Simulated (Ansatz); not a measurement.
**NbRu: stress in a strained cell**

Aim: deform NbRu (equal xx and yy strain of +2 %) and compute stress, forces and field gradients with LAPW, PAW and all-electron datasets made for the crystal.

Computed with Ansatz 0.2.0 (DFT PBEsol, scalar-relativistic, unless a step's input says otherwise).

### 1 The starting structure

Symmetry: Pm-3m, No. 221, cubic system. The conventional cell has a = 3.184 Å, b = 3.184 Å, c = 3.184 Å, α = 90.00°, β = 90.00°, γ = 90.00°. Around Nb (site symmetry m-3m) lie 8 Ru at 2.76 Å. Ru (site symmetry m-3m) is surrounded by 8 Nb at 2.76 Å.

Structure file:

```cif
data_structure
_symmetry_space_group_name_H-M 'Pm-3m'
_symmetry_Int_Tables_number 221
_cell_length_a 3.1840
_cell_length_b 3.1840
_cell_length_c 3.1840
_cell_angle_alpha 90.000
_cell_angle_beta 90.000
_cell_angle_gamma 90.000
_cell_volume 32.28
loop_
_atom_site_label
_atom_site_type_symbol
_atom_site_symmetry_multiplicity
_atom_site_Wyckoff_symbol
_atom_site_fract_x
_atom_site_fract_y
_atom_site_fract_z
_atom_site_occupancy
Nb1 Nb 1 a 0.00000 0.00000 0.00000 1
Ru1 Ru 1 b 0.50000 0.50000 0.50000 1
```

The file gives the conventional cell by its symmetry; the runs use the cell typed in the input.

Atoms are numbered in the order of the input: Nb1, Ru2.

### 2 The deformed structure

Space group Pm-3m before, P4/mmm after.

### 3 Full-potential LAPW

The input, input.yaml:

```yaml
crystal:
  lattice:
    - [3.24768, 0.0, 0.0]
    - [0.0, 3.24768, 0.0]
    - [0.0, 0.0, 3.184]
  atoms:
    - { symbol: Nb, position: [0.0, 0.0, 0.0] }
    - { symbol: Ru, position: [0.5, 0.5, 0.5] }
kpoints:
  mp_grid: { grid: [11, 11, 11] }
  band_path:
    path:
      - [0.0, 0.0, 0.0]
      - [0.0, 0.5, 0.0]
      - [0.5, 0.5, 0.0]
      - [0.0, 0.0, 0.0]
      - [0.0, 0.0, 0.5]
      - [0.0, 0.5, 0.5]
      - [0.5, 0.5, 0.5]
      - [0.0, 0.0, 0.5]
      - [0.0, 0.5, 0.0]
    npoints: 5
scf:
  occupations: { method: fermi_dirac, width: 0.03 }
hamiltonian:
  xc: pbesol
  pseudopotentials: { kind: all_electron, lapw: { basis_error: 0.00025 } }
output:
  forces: true
  stress: true
  eigenvalues: true
```

Run with:

```sh
$ ansatz run input.yaml --threads 1 --pin off --max-ram 3072MiB --backend cpu --events-out ev --progress --plain --runs-dir out
```

### 4 PAW on the default files

The input, input.yaml:

```yaml
crystal:
  lattice:
    - [3.24768, 0.0, 0.0]
    - [0.0, 3.24768, 0.0]
    - [0.0, 0.0, 3.184]
  atoms:
    - { symbol: Nb, position: [0.0, 0.0, 0.0] }
    - { symbol: Ru, position: [0.5, 0.5, 0.5] }
kpoints:
  mp_grid: { grid: [11, 11, 11] }
scf:
  occupations: { method: fermi_dirac, width: 0.03 }
hamiltonian:
  xc: pbesol
  pseudopotentials: { kind: paw }
output:
  forces: true
  stress: true
  eigenvalues: true
  efg: { contact_densities: true }
```

### 5 All-electron PAW on datasets made for the crystal

Changes to input.yaml since step 4:

```diff
@@ -14,3 +14,3 @@
   xc: pbesol
-  pseudopotentials: { kind: paw }
+  pseudopotentials: { kind: all_electron, datasets: crystal }
 output:
```

(Steps that only read results are left out.)

What does the calculation give? Wanted: pressure; largest shear or deviatoric stress.

The runs gave:

```
                                 quantity                                                 value
                                 pressure  LAPW -17.50, PAW -17.47, crystal datasets -17.49 GPa
largest shear or deviatoric stress (LAPW)                                              0.41 GPa
```

In words: The largest part of the stress beyond the pressure is 0.41 GPa in size, in the zz component; the atoms are carried along and not relaxed. No run of the undeformed cell stands beside it, so the pressure holds what the given cell had before the change. PAW: stress within 0.03 GPa of LAPW. Crystal datasets: stress within 0.01 GPa of LAPW.
